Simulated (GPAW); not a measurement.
NiMoIrPdW:

```
Ni Mo Pd Ir W
1.0
     4.11705    0.00000    0.00000
    -2.05853    3.56547    0.00000
     0.00000    0.00000    5.44580
Ni Mo Pd Ir W
1 1 1 1 1
Direct
  0.00000 0.00000 0.95775
  0.66667 0.33333 0.96161
  0.66667 0.33333 0.46295
  0.33333 0.66667 0.72572
  0.33333 0.66667 0.23642
```

The cell was built by a generator and needn't be a form met in nature.

Program: GPAW 26.7.0. Alike in all runs: spin collinear, ferromagnetic start; cell as given; cutoff (eV) 600; smearing fermi-dirac 0.05 eV.

Question: Order these runs on this cell by their pressure, lowest first.
A. level r2SCAN; potentials or basis GPAW PAW data sets (gpaw-data 1.2.1), pw; k mesh 5 × 5 × 4; ranks 8; band path GMKGALHA,LM,KH; band points 60; mesh quality not flagged
B. level PBE+D3(BJ); potentials or basis GPAW PAW data sets (gpaw-data 1.2.1), pw; k mesh 4 × 4 × 3; mesh quality coarse
C. level BLYP; potentials or basis PAW data sets generated in the run's folder for this functional, pw; k mesh 5 × 5 × 4; ranks 8; eigensolver davidson; band path GMKGALHA,LM,KH; band points 60; mesh quality not flagged
D. level PBE; potentials or basis GPAW PAW data sets (gpaw-data 1.2.1), pw; k mesh 5 × 5 × 4; ranks 8; mesh quality not flagged
E. level revPBE; potentials or basis the program's PAW data sets (release 1.2.1) made for this functional, pw; k mesh 5 × 5 × 4; ranks 8; band path GMKGALHA,LM,KH; band points 60; mesh quality not flagged

Answer: B (-5.8 GPa), A (-3.6 GPa), D (0.1 GPa), E (3.1 GPa), C (8.8 GPa).

Caveats: some runs use coarse meshes; the stock nickel data set gives pressures a few GPa off other programs; pairwise dispersion overbinds metals, which lowers pressure and volume (some runs); the PAW data sets were made with another functional, which shifts forces and pressure a little (some runs).
